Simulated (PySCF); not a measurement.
# C6H13N3: the cost of one run

Programs: PySCF 2.14.0, with routines of our own; each step states its level. All values are computed. Atoms count from 0.

### Step 1. The system as given

22 atoms, charge 0, multiplicity 1; geometry from: GFN2-xTB.

### Step 2. Vibronic structure: TDDFT B3LYP/def2-SV(P)

The job: settings as JSON, then the geometry in Å.

```
{"job": {"kind": "vib", "xc": "B3LYP", "basis": "def2-SV(P)", "tda": false}, "charge": 0, "multiplicity": 1}
N     -0.835772    -1.689950     1.342262
C     -1.447400    -0.696505     0.869327
C     -0.841547     0.207159    -0.119034
C      0.630600    -0.014288    -0.474024
N      0.938715    -1.352702    -0.947821
C      1.540530     0.293167     0.734015
N      2.955511     0.186189     0.441508
C     -1.372347     1.622916    -0.147205
C     -1.777582     0.673118    -1.218943
H     -1.359324    -2.247075     2.012649
H     -2.483420    -0.429759     1.132488
H      0.890514     0.682257    -1.285604
H      0.342856    -1.592245    -1.733962
H      0.736994    -2.008930    -0.197889
H      1.308821    -0.415399     1.531578
H      1.336431     1.305283     1.094631
H      3.139027    -0.747175     0.086190
H      3.205355     0.836957    -0.297840
H     -2.102747     1.910849     0.594138
H     -0.669360     2.404049    -0.391593
H     -2.789974     0.295998    -1.220945
H     -1.356291     0.795474    -2.205560
```

Method: TDDFT B3LYP/def2-SV(P) vertical-gradient vibronic structure (displaced harmonic oscillators, Condon), gas phase.

Launch:

```console
OMP_NUM_THREADS=1 python excited_run.py task.json out
```

One launch serves the whole session: the jobs run in the order shown.

**Question.** How long does this first job take on 1 thread of Intel Xeon at 2.70GHz, shared host, and how much memory does it need?

About 96 s, with a peak of 0.94 GiB.
